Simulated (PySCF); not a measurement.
# C₅H₃O₂−: excited states, first hyperpolarisability

Wanted: excited states, first hyperpolarisability for C₅H₃O₂− (`C#C/C([O-])=C/C=O`).

Computed with PySCF 2.14.0 and routines of our own; the level stands in each step. Atoms count from 0.

## 1. The starting structure

10 atoms, charge -1, multiplicity 1; geometry from: GFN2-xTB.

## 2. Geometry optimisation at PBE0-D3(BJ)/def2-SVP

What the job is given:

```
{"job": {"xc": "PBE0", "basis": "def2-SVP", "d3": "d3bj", "grid": 2, "kind": "geom"}, "charge": -1, "multiplicity": 1}
C      2.748941     0.418229    -0.144073
C      1.629457    -0.013598    -0.208525
C      0.301821    -0.618338    -0.294214
O      0.219836    -1.844706    -0.494356
C     -0.732722     0.315662    -0.129176
C     -2.085401    -0.033027    -0.172638
O     -3.062893     0.717172    -0.038616
H      3.716500     0.828330    -0.082190
H     -0.464551     1.352232     0.039018
H     -2.262105    -1.117302    -0.350599
```

Run with:

```console
$ OMP_NUM_THREADS=1 python excited_run.py task.json out
```

This one command runs all jobs of the session in turn.

Log:

```text
step   0  E = -342.10319101  max force = 0.020107
step   1  E = -342.10516990  max force = 0.004211
step   2  E = -342.10517596  max force = 0.001236
step   3  E = -342.10519815  max force = 0.000833
step   4  E = -342.10519813  max force = 0.000864
step   5  E = -342.10520320  max force = 0.000422
optimisation converged
```

Wall time 43 s (1 thread of Intel Xeon Platinum 8259CL at 2.50GHz, shared host); peak memory 0.58 GiB.

Step by step:

```csv
step,energy from step 0 (eV),largest force component (eV/Å)
0,0.0000,1.0339
1,-0.0538,0.2165
2,-0.0540,0.0636
3,-0.0546,0.0428
4,-0.0546,0.0444
5,-0.0548,0.0217
```

Distances of close pairs at the start and the end, largest changes first:

```csv
bond,before (Å),after (Å),change (Å)
C1–C2,1.461,1.487,+0.025
C4–C5,1.398,1.419,+0.022
C0–H7,1.053,1.073,+0.020
C0–C1,1.202,1.217,+0.015
C2–C4,1.404,1.415,+0.011
C5–H9,1.113,1.124,+0.011
C4–H8,1.084,1.094,+0.010
C5–O6,1.239,1.234,-0.005
```

The end geometry stands in the next job.

```
                         at the end point                value
  point group (found at 0.08 Å tolerance)                   Cs
rotational constants (GHz, main isotopes)  7.352, 1.399, 1.175
```

## 3. Excited states: TDA wB97X-D/def2-TZVPD

What the job is given:

```
{"job": {"kind": "states", "xc": "wB97X-D", "basis": "def2-TZVPD", "tda": true, "soc": true, "nstates": 6, "ntriplets": 5, "nquad": 4}, "charge": -1, "multiplicity": 1}
C      2.821568     0.537085    -0.025245
C      1.686554     0.102706    -0.088238
C      0.323639    -0.484943    -0.175259
O      0.253093    -1.708612    -0.377190
C     -0.722070     0.454009    -0.012567
C     -2.090212     0.080222    -0.064161
O     -3.077534     0.810044     0.063179
H      3.824643     0.914363     0.029743
H     -0.472903     1.505430     0.159258
H     -2.231665    -1.020271    -0.244591
```

Level: TDA wB97X-D/def2-TZVPD excited states, vertical, gas phase, spin-orbit mean-field couplings.

Log:

```text
coarse grid: 9464 points
cycle   1  E = -342.4856755554  dE =  1.226e+00  |g| = 1.208e+00  |ddm| = 4.566e+00
cycle   2  E = -342.1179553851  dE =  3.677e-01  |g| = 1.926e+00  |ddm| = 3.447e+00
cycle   3  E = -342.7721080983  dE = -6.542e-01  |g| = 1.460e-01  |ddm| = 2.305e+00
cycle   4  E = -342.7764038625  dE = -4.296e-03  |g| = 7.282e-02  |ddm| = 2.919e-01
cycle   5  E = -342.7775303379  dE = -1.126e-03  |g| = 2.658e-02  |ddm| = 1.181e-01
cycle   6  E = -342.7776764052  dE = -1.461e-04  |g| = 9.024e-03  |ddm| = 4.540e-02
cycle   7  E = -342.7776988229  dE = -2.242e-05  |g| = 2.640e-03  |ddm| = 2.421e-02
cycle   8  E = -342.7777017642  dE = -2.941e-06  |g| = 7.362e-04  |ddm| = 1.026e-02
final grid: 94576 points
cycle   9  E = -342.7639042769  dE = -1.234e-04  |g| = 4.126e-03  |ddm| = 4.366e-01
cycle  10  E = -342.7639051646  dE = -8.877e-07  |g| = 3.815e-03  |ddm| = 4.813e-02
cycle  11  E = -342.7639075315  dE = -2.367e-06  |g| = 1.040e-03  |ddm| = 5.310e-03
cycle  12  E = -342.7639077027  dE = -1.712e-07  |g| = 4.615e-04  |ddm| = 3.511e-03
cycle  13  E = -342.7639077549  dE = -5.220e-08  |g| = 6.025e-05  |ddm| = 1.173e-03
cycle  14  E = -342.7639077573  dE = -2.432e-09  |g| = 4.648e-05  |ddm| = 4.008e-04
cycle  15  E = -342.7639077580  dE = -7.187e-10  |g| = 1.511e-05  |ddm| = 1.128e-04
converged SCF energy = -342.7639077580

Singlet excitations
state   eV       nm        f     d(h-e)  d(exc)  Lambda  PR(NTO)  |dmu|/D   mu/D   main configurations
  1   3.9131   316.8   0.00023   0.862   3.006   0.429   1.083    2.554    1.590   H-1->L+1 0.83
  2   4.5132   274.7   0.50043   1.017   3.262   0.629   1.140    2.596    1.828   H->L+1 0.92
  3   4.6000   269.5   0.00024   0.737   2.862   0.447   1.217    2.230    1.873   H-2->L+1 0.82
  4   4.7619   260.4   0.00290   1.206   4.352   0.162   1.014    4.064    1.496   H->L 0.42, H->L+2 0.38, H->L+4 0.14
  5   5.2594   235.7   0.00007   0.460   4.744   0.176   1.022                     H->L+2 0.44, H->L 0.21, H->L+4 0.18
  6   5.4228   228.6   0.02256   0.965   3.791   0.187   1.094                     H-1->L+2 0.77

Triplet excitations (Tamm-Dancoff)
state   eV     d(h-e)  d(exc)  Lambda  PR(NTO)   main configurations
  1   2.6986   0.650   2.936   0.639   1.015   H->L+1 0.93
  2   3.5538   0.827   2.929   0.425   1.112   H-1->L+1 0.81
  3   4.2444   0.699   2.762   0.442   1.288   H-2->L+1 0.80
  4   4.7706   1.201   4.369   0.161   1.015   H->L 0.43, H->L+2 0.38, H->L+4 0.13
  5   4.8949   0.399   2.510   0.646   1.284   H-3->L+1 0.74
S1 - T1 = 1.2145 eV

Spin-orbit couplings |<S|Hso|T>| (cm-1)
             T1       T2       T3       T4       T5
S0        0.039   29.989   51.637    2.994    0.784
S1       31.951    0.243    3.112    0.223   12.851
S2        0.039   31.695   17.187    5.032    0.097
S3       17.304    3.589    0.355    0.074   14.387
S4        2.732    0.149    0.091    0.125    0.784
S5        3.164    0.245    0.078    1.698    0.752
S6        0.089    4.971    0.600   21.293    0.167
T1 sublevels (cm-1): 0.000 0.004 0.046   radiative rates (1/s): 0.00402 0.0393 0.648
```

Wall time 66 s (1 thread of Intel Xeon Platinum 8259CL at 2.50GHz, shared host); peak memory 0.98 GiB.

In short:

```csv
quantity,value
S1 less T1,1.21 eV
```

## 4. Excited states: TDDFT CAM-B3LYP/def2-TZVPD

The job, as its differences from that of step 3:

```diff
@@ -1,2 +1,2 @@
-{"job": {"kind": "states", "xc": "wB97X-D", "basis": "def2-TZVPD", "tda": true, "soc": true, "nstates": 6, "ntriplets": 5, "nquad": 4}, "charge": -1, "multiplicity": 1}
+{"job": {"kind": "states", "xc": "CAM-B3LYP", "basis": "def2-TZVPD", "tpa": true, "nstates": 8, "nquad": 6, "ntriplets": 0}, "charge": -1, "multiplicity": 1}
 C      2.821568     0.537085    -0.025245
```

Level: TDDFT CAM-B3LYP/def2-TZVPD excited states, vertical, gas phase, two-photon moments by quadratic response.

Log:

```text
coarse grid: 9464 points
cycle   1  E = -342.4587317046  dE =  1.196e+00  |g| = 1.198e+00  |ddm| = 4.348e+00
cycle   2  E = -341.9353163641  dE =  5.234e-01  |g| = 2.100e+00  |ddm| = 4.129e+00
cycle   3  E = -342.7343220053  dE = -7.990e-01  |g| = 1.767e-01  |ddm| = 3.088e+00
cycle   4  E = -342.7405451375  dE = -6.223e-03  |g| = 8.580e-02  |ddm| = 3.083e-01
cycle   5  E = -342.7420879004  dE = -1.543e-03  |g| = 3.018e-02  |ddm| = 1.175e-01
cycle   6  E = -342.7422688982  dE = -1.810e-04  |g| = 9.020e-03  |ddm| = 4.106e-02
cycle   7  E = -342.7422877495  dE = -1.885e-05  |g| = 2.923e-03  |ddm| = 1.628e-02
cycle   8  E = -342.7422904236  dE = -2.674e-06  |g| = 6.862e-04  |ddm| = 6.100e-03
final grid: 94576 points
cycle   9  E = -342.7392328977  dE = -2.408e-05  |g| = 2.704e-03  |ddm| = 1.642e-01
cycle  10  E = -342.7392324590  dE =  4.387e-07  |g| = 3.190e-03  |ddm| = 1.191e-02
cycle  11  E = -342.7392343905  dE = -1.932e-06  |g| = 8.188e-04  |ddm| = 3.457e-03
cycle  12  E = -342.7392345013  dE = -1.108e-07  |g| = 1.349e-04  |ddm| = 1.256e-03
cycle  13  E = -342.7392345060  dE = -4.616e-09  |g| = 7.881e-05  |ddm| = 5.507e-04
cycle  14  E = -342.7392345074  dE = -1.459e-09  |g| = 2.172e-05  |ddm| = 1.130e-04
cycle  15  E = -342.7392345076  dE = -1.822e-10  |g| = 9.703e-06  |ddm| = 8.838e-05
converged SCF energy = -342.7392345076

Singlet excitations
state   eV       nm        f     d(h-e)  d(exc)  Lambda  PR(NTO)  |dmu|/D   mu/D   delta(TPA)   sigma/GM   main configurations
  1   3.8973   318.1   0.00016   0.912   3.048   0.423   1.083    2.689    1.564        0.41      0.002   H-1->L+1 0.83
  2   4.2029   295.0   0.36446   1.017   3.272   0.621   1.167    2.740    1.805      284.94      1.844   H->L+1 0.96
  3   4.5486   272.6   0.00101   1.907   4.650   0.161   1.010    6.816    2.756       59.31      0.450   H->L 0.56, H->L+2 0.32, H->L+4 0.09
  4   4.5926   270.0   0.00024   0.727   2.884   0.445   1.219    2.159    2.030        1.00      0.008   H-2->L+1 0.83
  5   4.9739   249.3   0.00037   0.748   5.099   0.188   1.014    1.919    2.753       24.62      0.223   H->L+2 0.59, H->L 0.27
  6   5.2587   235.8   0.00593   0.394   4.577   0.186   1.016    0.846    3.896       75.53      0.765   H->L+3 0.62, H->L+4 0.23
  7   5.3540   231.6   0.01535   0.670   3.861   0.199   1.109                                            H-1->L+2 0.76, H-1->L 0.09
  8   5.4441   227.7   0.00182   1.859   4.654   0.202   1.023                                            H->L+5 0.42, H->L+4 0.36
```

Wall time 70 s (1 thread of Intel Xeon Platinum 8259CL at 2.50GHz, shared host); peak memory 1.1 GiB.

## 5. First hyperpolarisability: quadratic response CAM-B3LYP/def2-TZVPD

The job, as its differences from that of step 4:

```diff
@@ -1,2 +1,2 @@
-{"job": {"kind": "states", "xc": "CAM-B3LYP", "basis": "def2-TZVPD", "tpa": true, "nstates": 8, "nquad": 6, "ntriplets": 0}, "charge": -1, "multiplicity": 1}
+{"job": {"kind": "beta", "xc": "CAM-B3LYP", "basis": "def2-TZVPD"}, "charge": -1, "multiplicity": 1}
 C      2.821568     0.537085    -0.025245
```

With the program's defaults for keys left out, this is: quadratic response CAM-B3LYP/def2-TZVPD first hyperpolarisability, Taylor convention, gas phase.

Log:

```text
coarse grid: 9464 points
cycle   1  E = -342.4587317046  dE =  1.196e+00  |g| = 1.198e+00  |ddm| = 4.348e+00
cycle   2  E = -341.9353163641  dE =  5.234e-01  |g| = 2.100e+00  |ddm| = 4.129e+00
cycle   3  E = -342.7343220053  dE = -7.990e-01  |g| = 1.767e-01  |ddm| = 3.088e+00
cycle   4  E = -342.7405451375  dE = -6.223e-03  |g| = 8.580e-02  |ddm| = 3.083e-01
cycle   5  E = -342.7420879004  dE = -1.543e-03  |g| = 3.018e-02  |ddm| = 1.175e-01
cycle   6  E = -342.7422688982  dE = -1.810e-04  |g| = 9.020e-03  |ddm| = 4.106e-02
cycle   7  E = -342.7422877495  dE = -1.885e-05  |g| = 2.923e-03  |ddm| = 1.628e-02
cycle   8  E = -342.7422904236  dE = -2.674e-06  |g| = 6.862e-04  |ddm| = 6.100e-03
final grid: 94576 points
cycle   9  E = -342.7392328977  dE = -2.408e-05  |g| = 2.704e-03  |ddm| = 1.642e-01
cycle  10  E = -342.7392324590  dE =  4.387e-07  |g| = 3.190e-03  |ddm| = 1.191e-02
cycle  11  E = -342.7392343905  dE = -1.932e-06  |g| = 8.188e-04  |ddm| = 3.457e-03
cycle  12  E = -342.7392345013  dE = -1.108e-07  |g| = 1.349e-04  |ddm| = 1.256e-03
cycle  13  E = -342.7392345060  dE = -4.616e-09  |g| = 7.881e-05  |ddm| = 5.507e-04
cycle  14  E = -342.7392345074  dE = -1.459e-09  |g| = 2.172e-05  |ddm| = 1.130e-04
cycle  15  E = -342.7392345076  dE = -1.822e-10  |g| = 9.703e-06  |ddm| = 8.838e-05
converged SCF energy = -342.7392345076

Lowest singlets (eV, f): 3.8973 0.0002  4.2029 0.3645  4.5486 0.0010

First hyperpolarisability (au)
process     nm      |vector|   parallel      HRS      DR
static         -      488.46    -266.55     206.21   4.696
shg       1907.0      557.55    -302.41     234.51   4.753
eope      1907.0      509.69    -277.58          -       -
shg       1064.0      793.37    -424.47     331.06   4.878
eope      1064.0      563.07    -305.28          -       -
```

It took 55 s on 1 thread of Intel Xeon Platinum 8259CL at 2.50GHz, shared host; peak memory 1.1 GiB.

## 6. Excited states: wB97X-D/def2-TZVPD in carbondisulfide

The job, as its differences from that of step 5:

```diff
@@ -1,2 +1,2 @@
-{"job": {"kind": "beta", "xc": "CAM-B3LYP", "basis": "def2-TZVPD"}, "charge": -1, "multiplicity": 1}
+{"job": {"kind": "states", "xc": "wB97X-D", "basis": "def2-TZVPD", "tda": true, "soc": true, "nstates": 6, "ntriplets": 5, "nquad": 4, "solvent": "carbondisulfide"}, "charge": -1, "multiplicity": 1}
 C      2.821568     0.537085    -0.025245
```

Level: wB97X-D/def2-TZVPD.

Log:

```text
KeyError: 'carbondisulfide'
```

Hardware: 1 thread of Intel Xeon Platinum 8259CL at 2.50GHz, shared host.

Why it failed: The input was refused with the message shown. The remedy is to check the setting that the message names.

## 7. What came out

| quantity | value |
| --- | --- |
| point group | Cs |
| rotational constants (main isotopes) | 7.35, 1.40, 1.18 GHz |
| S1 less T1 (step 3, TDA wB97X-D/def2-TZVPD) | 1.21 eV |
| β vector (step 5, quadratic response CAM-B3LYP/def2-TZVPD) | static 488, SHG 1907.0 nm 558, SHG 1064.0 nm 793 au |
| runs | 1 failed, 0 ended on unsound input |

In words: The optimisation took 5 steps and gained 0.055 eV; among the close pairs (by a distance rule), C1–C2 changed most, from 1.461 to 1.487 Å. For an anion in the gas phase, states above the energy of detachment are held by the basis alone, so excitations and responses hang on it. In step 3, the number of triplets below S1 is 2, and the largest singlet-triplet spin-orbit coupling is S0–T3, 51.64 cm⁻¹. β grows from 488 au (static) to 793 au for doubling at 1064.0 nm: normal dispersion, which grows as twice the photon energy moves toward the bright states.
